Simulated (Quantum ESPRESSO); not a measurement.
Crystal: NaLa.

```
La Na
1.0
     3.60625    0.00000    0.00000
    -1.80313    3.12310    0.00000
     0.00000    0.00000    6.48378
La Na
1 1
Direct
  0.33333 0.66667 0.50000
  0.00000 0.00000 0.00000
```

The cell comes from a database or a generator and needn't be the stable form of this composition.

```yaml
Program: Quantum ESPRESSO 7.5
Task: single point
Functional: PBE
Potentials_or_basis: SSSP 1.3 efficiency PBE
Cutoff: 748 eV
Density_cutoff: 5987 eV
k_mesh: 9 × 9 × 4
Occupations: fermi-dirac, width 0.05 eV
Spin: no spin polarisation
```

On this cell: pressure 0.0 GPa; largest force under 0.003 eV/Å; band gap on the k mesh none (metal or under the smearing width).

The same run follows on a disturbed copy (atoms moved at random, drawn with an rms of 0.05 Å):

```xyz
2
Lattice="3.6063 0.0000 0.0000 -1.8031 3.1231 0.0000 0.0000 0.0000 6.4838" Properties=species:S:1:pos:R:3 pbc="T T T"
La    0.0116    2.0850    3.2713
Na    0.0143    0.0095    0.0408
```

Task: What does the disturbed cell give?

Result: The energy (extrapolated to zero smearing) moves by +0.0 meV/atom; pressure 0.0 GPa; largest force 0.016 eV/Å; band gap on the k mesh none (metal or under the smearing width).

Forces in eV/Å, atoms in the order of the input:
```
La   0.001  0.002  0.016
Na  -0.001 -0.002 -0.016
```

Stress tensor (GPa, compression positive):
```
-0.08  0.00  0.00
 0.00 -0.06  0.00
 0.00  0.00  0.07
```
